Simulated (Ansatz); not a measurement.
# K (Potassium): a single-point run

Aim: a sound single-point run of K (Potassium).

Program: Ansatz 0.2.0. Level of theory: DFT, LDA, PAW with Ansatz's default frozen-core files, scalar-relativistic; levels and slopes on a fine mesh, independent-particle optical spectra. These are calculated values, not measurements.

### Step 1. The starting structure

It takes space group Fm-3m (No. 225, cubic). Conventional cell: a = 6.361 Å, b = 6.361 Å, c = 6.361 Å, α = 90.00°, β = 90.00°, γ = 90.00°. K (site symmetry m-3m) has 12 K at 4.50 Å as nearest neighbours.

Structure file:

```xyz
1
Lattice="0.0000 3.1803 3.1803 3.1803 0.0000 3.1803 3.1803 3.1803 0.0000" Properties=species:S:1:pos:R:3 pbc="T T T"
K     0.0000    0.0000    0.0000
```

### Step 2. Input and run

The input, input.yaml:

```yaml
crystal:
  lattice:
    - [0.0, 3.18033271123, 3.18033271123]
    - [3.18033271123, 0.0, 3.18033271123]
    - [3.18033271123, 3.18033271123, 0.0]
  atoms:
    - { symbol: K, position: [0.0, 0.0, 0.0] }
kpoints:
  mp_grid: { grid: [12, 12, 12] }
scf:
  occupations: { method: methfessel_paxton, width: 2.0 }
  max_iter: 50
hamiltonian:
  xc: lda
  pseudopotentials: { kind: paw }
output:
  forces: true
  stress: true
  eigenvalues: true
  eigenstates:
    nscf_kmesh: { grid: [20, 20, 20] }
    de_dk: true
    e_range: [-14, 14]
  optics:
    e_range: [0, 20]
    de: 0.2
    sigma: 0.15
    bands: { spectra_wanted_up_to: 20 }
    nscf_kmesh: { grid: [20, 20, 20] }
    drude_damping: 0.1
checkpoint:
  write: ck
  write_wavefunctions: false
```

The run is started by

```console
$ ansatz run input.yaml --threads 1 --pin off --max-ram 3072MiB --backend cpu --events-out ev --progress --plain --runs-dir out
```

What happens when this is run?

This run ends as converged, with warnings (optics on partly filled bands). Convergence says nothing about whether the input makes sense.

In the input, scf.occupations.method is methfessel_paxton; scf.occupations.width is 2.0. The width is far wider than usual, so occupations near the Fermi level are blurred and the entropy term grows.

Run again and compare: set scf.occupations.method to fermi_dirac and scf.occupations.width to 0.08.
